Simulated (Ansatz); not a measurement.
**ClH4SbSi: molecular dynamics**

Purpose: to follow the molecule's vibrations and see whether its bonds hold. The start is relaxed first. Runs: 40 steps of 2 fs at constant energy, with velocities drawn for 300 K. SMILES of the start: [SiH3][SbH][Cl].

All numbers below are computed with Ansatz 0.2.0 (RKS B3LYP-D4/def2-SVP).

### Step 1. The starting structure

Bond lengths: Si1–Sb2 2.452 Å, Sb2–Cl3 2.397 Å, Si1–H4 1.460 Å, Si1–H5 1.484 Å, Si1–H6 1.500 Å, Sb2–H7 1.781 Å. Angles: Si1–Sb2–Cl3 90.7°, Si1–Sb2–H7 91.8°, Cl3–Sb2–H7 92.0°, Sb2–Si1–H4 110.6°, Sb2–Si1–H5 112.0°, Sb2–Si1–H6 112.1°, H4–Si1–H5 105.2°, H4–Si1–H6 109.3°, H5–Si1–H6 107.2°.

Coordinates:

```xyz
7

Si   -0.8486    0.3470   -0.0905
Sb    0.7177   -1.4659    0.4321
Cl    2.1585   -0.7738   -1.3540
H    -1.5456    0.0782   -1.3447
H    -0.1529    1.6413   -0.3001
H    -1.8554    0.5567    1.0016
H     1.5875   -0.4515    1.6100
```

### Step 2. Relaxing the start

Input file input.yaml:

```yaml
crystal:
  periodic: [false, false, false]
  atoms:
    - { symbol: Si, position_ang: [-0.8486, 0.347, -0.0905] }
    - { symbol: Sb, position_ang: [0.7177, -1.4659, 0.4321] }
    - { symbol: Cl, position_ang: [2.1585, -0.7738, -1.354] }
    - { symbol: H, position_ang: [-1.5456, 0.0782, -1.3447] }
    - { symbol: H, position_ang: [-0.1529, 1.6413, -0.3001] }
    - { symbol: H, position_ang: [-1.8554, 0.5567, 1.0016] }
    - { symbol: H, position_ang: [1.5875, -0.4515, 1.61] }
basis:
  gaussian: { orbitals: def2-SVP }
hamiltonian:
  xc: b3lyp
  dispersion: d4
relax:
  f_tol: 0.02
  max_steps: 40
scf:
  lower_state_search: "off"
```

Launch:

```
ansatz run input.yaml --threads 1 --pin off --max-ram 2048MiB --backend cpu --events-out ev --progress --plain --runs-dir out
```

The runs that follow: The run.

Q: Predict the outcome of this session. Wanted: relaxation of the start; temperature, first and last step; temperature, second half; potential energy, second half; largest change of the total energy; bonds formed or broken.

As calculated:

| quantity | value |
| --- | --- |
| relaxation of the start | 5 moves, 0.184 eV lower |
| length | 40 steps of 2 fs |
| temperature, first and last step | 300 and 100 K |
| temperature, second half | mean 132 K, from 60 to 251 K |
| potential energy, second half | +16 meV/atom from the start |
| largest change of the total energy | 1.00 meV/atom |
| bonds formed or broken | 0 |

In words: The temperature starts at 300 K and averages 132 K in the second half, where it ranges from 60 to 251 K. About half is expected from a start at a minimum: kinetic energy passes into potential energy until both shares match. The total energy strays from its start by at most 1.00 meV/atom, 7.2 % of the mean kinetic energy, which is poor: the step of 2 fs is too long for the fastest motion. The bonds all hold. 80 fs on 7 atoms is far too short and small for converged averages. The nuclei move classically, without zero-point motion, which matters most for hydrogen.
